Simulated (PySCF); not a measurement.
# C7H2FN: the cost of one run

Programs: PySCF 2.14.0, with density-fitted response routines of our own. Each step states its level of theory. These are calculated values for one molecule in the gas phase, unless marked as measured. Atoms are numbered from 0 throughout.

## Step 1: Starting geometry

11 atoms, charge 0, multiplicity 1; geometry from: GFN2-xTB.

Bonds of the start (Å): C0–C1 1.20, C1–C2 1.41, C2–F3 1.34, C2–C4 1.36, C4–C5 1.41, C5–C6 1.20, C4–C7 1.42, C7–N8 1.15, C0–H9 1.05, C6–H10 1.05.

## Step 2: TDDFT and polarisability: PBE0/def2-SVPD

What the job is given:

```
{"job": {"kind": "uv", "xc": "PBE0", "basis": "def2-SVPD", "nstates": 8, "ntriplets": 3}, "charge": 0, "multiplicity": 1}
C      2.769517    -0.488541     1.157897
C      1.702732    -0.582865     0.611511
C      0.464452    -0.734395    -0.036812
F      0.227297    -1.942731    -0.572717
C     -0.464546     0.247802    -0.140143
C     -1.704025     0.077081    -0.794613
C     -2.758620    -0.071155    -1.349181
C     -0.212197     1.520858     0.423764
N     -0.035916     2.561330     0.869160
H      3.695912    -0.382659     1.639707
H     -3.679181    -0.202055    -1.834536
```

With the program's defaults for keys left out, this is: TDDFT PBE0/def2-SVPD, vertical, gas phase, core orbitals frozen in the response.

On the command line:

```sh
$ OMP_NUM_THREADS=1 python probes_run.py task.json out
```

The driver reads the jobs from task.json and runs them one after another.

Q: Estimate the wall time and peak memory of this job on 1 thread of Arm Neoverse N1, shared host.

About 53 s, with a peak of 0.75 GiB.
